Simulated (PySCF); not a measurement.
# ClH₆N₃Ti: a look at the electrons

For ClH₆N₃Ti, the scripts below analyse its density (charges, bond critical points, surface potential), see where an electron leaves and enters and measure its response to a uniform field.

Computed with PySCF 2.14.0. Level: levels as typed in each script, gas phase, geometry from GFN2-xTB.

### 1 Where the work starts

SMILES `N[Ti](N)(N)Cl`, 11 atoms, charge 0, spin multiplicity 1.

Bond lengths: N1–Ti2 1.847 Å, N1–H6 1.019 Å, N1–H7 1.022 Å, Ti2–N3 1.848 Å, Ti2–N4 1.847 Å, Ti2–Cl5 2.170 Å, N3–H8 1.022 Å, N3–H9 1.019 Å, N4–H10 1.019 Å, N4–H11 1.022 Å. Angles: Ti2–N1–H6 129.6°, Ti2–N1–H7 121.5°, H6–N1–H7 108.6°, N1–Ti2–N3 109.3°, N1–Ti2–N4 109.4°, N1–Ti2–Cl5 109.3°, N3–Ti2–N4 108.7°, N3–Ti2–Cl5 109.8°, N4–Ti2–Cl5 110.3°, Ti2–N3–H8 121.8°, Ti2–N3–H9 128.9°, H8–N3–H9 108.6°, Ti2–N4–H10 129.4°, Ti2–N4–H11 121.6°, H10–N4–H11 108.5°.

As a file:

```
N     0.8728   -1.7114   -0.3801
Ti    0.2845   -0.0022   -0.0025
N     0.9163    0.5082    1.6573
N     0.9396    1.1681   -1.2723
Cl   -1.8854    0.0257   -0.0016
H     1.7293   -2.1823   -0.0927
H     0.3649   -2.3214   -1.0244
H     0.5145    0.1412    2.5227
H     1.7617    1.0282    1.8874
H     1.7594    1.0797   -1.8705
H     0.5626    2.1129   -1.3747
```

### 2 Density, bond paths and surface potential (wB97X/def2-tzvp)

File input.py:

```python
import numpy as np
from pyscf import gto, scf, dft
from pyscf.scf import atom_ks, atom_hf
from scipy.linalg import block_diag

def solve(mol, dm0=None, hcore=None):
    mf = (dft.UKS if mol.spin else dft.RKS)(mol, xc='wb97x')
    mf.grids.level = 3
    mf = mf.density_fit(auxbasis='def2-universal-jkfit')
    mf.conv_tol, mf.max_cycle = 1e-8, 80
    if hcore is not None:
        mf.get_hcore = lambda *args: hcore
    mf.kernel(dm0)
    if not mf.converged:
        mf = mf.newton().run(mf.mo_coeff, mf.mo_occ, max_cycle=30)
    assert mf.converged, 'SCF not converged'
    return mf

mol = gto.M(atom='''
N      0.87277    -1.71144    -0.38012
Ti     0.28448    -0.00225    -0.00251
N      0.91630     0.50825     1.65730
N      0.93958     1.16809    -1.27225
Cl    -1.88539     0.02570    -0.00160
H      1.72932    -2.18227    -0.09275
H      0.36495    -2.32140    -1.02435
H      0.51446     0.14125     2.52269
H      1.76174     1.02820     1.88744
H      1.75938     1.07966    -1.87053
H      0.56258     2.11290    -1.37474
''', basis='def2-tzvp', charge=0, spin=0, verbose=4)
mf = solve(mol)
mf.analyze()
# spherically averaged free atoms, for the promolecule
atm = atom_ks.get_atm_nrks(mol, xc='wb97x')
pro = block_diag(*[(atm[a[0]][2] * atm[a[0]][3]) @ atm[a[0]][2].T for a in mol._atom])
np.savez('result.npz', e=mf.e_tot, c=mf.mo_coeff, occ=mf.mo_occ, eps=mf.mo_energy, pro=pro, dip=mf.dip_moment(verbose=0), s2=mf.spin_square()[0])
```

Run with:

```console
> OMP_NUM_THREADS=1 python input.py
```

### 4 Removing and adding an electron (wB97X/def2-tzvp)

Edit input.py of step 2 so:

```diff
@@ -32,3 +32,12 @@
 mf = solve(mol)
-mf.analyze()
+out = dict(e0=mf.e_tot, dm0=mf.make_rdm1(), c=mf.mo_coeff, occ=mf.mo_occ, eps=mf.mo_energy)
+for name, dq, spin in [('cation', 1, 1)]:
+    ion = mol.copy().set(charge=mol.charge + dq, spin=spin).build()
+    mi = solve(ion)
+    if spin and dq > 0 and mol.nao < 130:
+        c, _, stable, _ = mi.stability(return_status=True)
+        if not stable:
+            mi = solve(ion, mi.make_rdm1(c, mi.mo_occ))
+    print(name, 'vertical energy change / eV', (mi.e_tot - mf.e_tot) * 27.211386)
+    out.update({'e_' + name: mi.e_tot, 'dm_' + name: mi.make_rdm1(), 's2_' + name: mi.spin_square()[0], 'eps_' + name: mi.mo_energy, 'occ_' + name: mi.mo_occ})
 # spherically averaged free atoms, for the promolecule
@@ -36,2 +45,2 @@
 pro = block_diag(*[(atm[a[0]][2] * atm[a[0]][3]) @ atm[a[0]][2].T for a in mol._atom])
-np.savez('result.npz', e=mf.e_tot, c=mf.mo_coeff, occ=mf.mo_occ, eps=mf.mo_energy, pro=pro, dip=mf.dip_moment(verbose=0), s2=mf.spin_square()[0])
+np.savez('result.npz', pro=pro, **out)
```

### 5 Response to an electric field (wB97X/def2-tzvp)

Edit input.py of step 4 so:

```diff
@@ -31,13 +31,10 @@
 ''', basis='def2-tzvp', charge=0, spin=0, verbose=4)
+field = np.array([0.004, 0.0, 0.0])  # atomic units
+mol.set_common_orig(mol.atom_charges() @ mol.atom_coords() / mol.atom_charges().sum())
 mf = solve(mol)
-out = dict(e0=mf.e_tot, dm0=mf.make_rdm1(), c=mf.mo_coeff, occ=mf.mo_occ, eps=mf.mo_energy)
-for name, dq, spin in [('cation', 1, 1)]:
-    ion = mol.copy().set(charge=mol.charge + dq, spin=spin).build()
-    mi = solve(ion)
-    if spin and dq > 0 and mol.nao < 130:
-        c, _, stable, _ = mi.stability(return_status=True)
-        if not stable:
-            mi = solve(ion, mi.make_rdm1(c, mi.mo_occ))
-    print(name, 'vertical energy change / eV', (mi.e_tot - mf.e_tot) * 27.211386)
-    out.update({'e_' + name: mi.e_tot, 'dm_' + name: mi.make_rdm1(), 's2_' + name: mi.spin_square()[0], 'eps_' + name: mi.mo_energy, 'occ_' + name: mi.mo_occ})
+out = dict(dm0=mf.make_rdm1(), d0=mf.dip_moment(unit='AU'), e0=mf.e_tot)
+for name, sign in (('p', 1), ('m', -1)):
+    h = mf.get_hcore() + sign * np.einsum('x,xij->ij', field, mol.intor('int1e_r'))
+    mi = solve(mol, mf.make_rdm1(), h)
+    out.update({'dm' + name: mi.make_rdm1(), 'd' + name: mi.dip_moment(unit='AU'), 'e' + name: mi.e_tot})
 # spherically averaged free atoms, for the promolecule
```

(Steps that only read results are left out.)

Q: Predict the outcome of this session. Wanted: dipole moment; HOMO, LUMO; polarisability along the field.

The runs gave:

| quantity | value |
| --- | --- |
| dipole moment (wB97X/def2-tzvp) | 3.25 D |
| HOMO, LUMO (wB97X/def2-tzvp) | -9.58, 0.99 eV |
| polarisability along the field (wB97X/def2-tzvp) | 73.4 bohr³ |

At wB97X/def2-tzvp: The highest Hirshfeld charge is on Ti2 (+0.59 e), the lowest on N1 and N3 (−0.37 e). The geometry was not optimised at these levels.
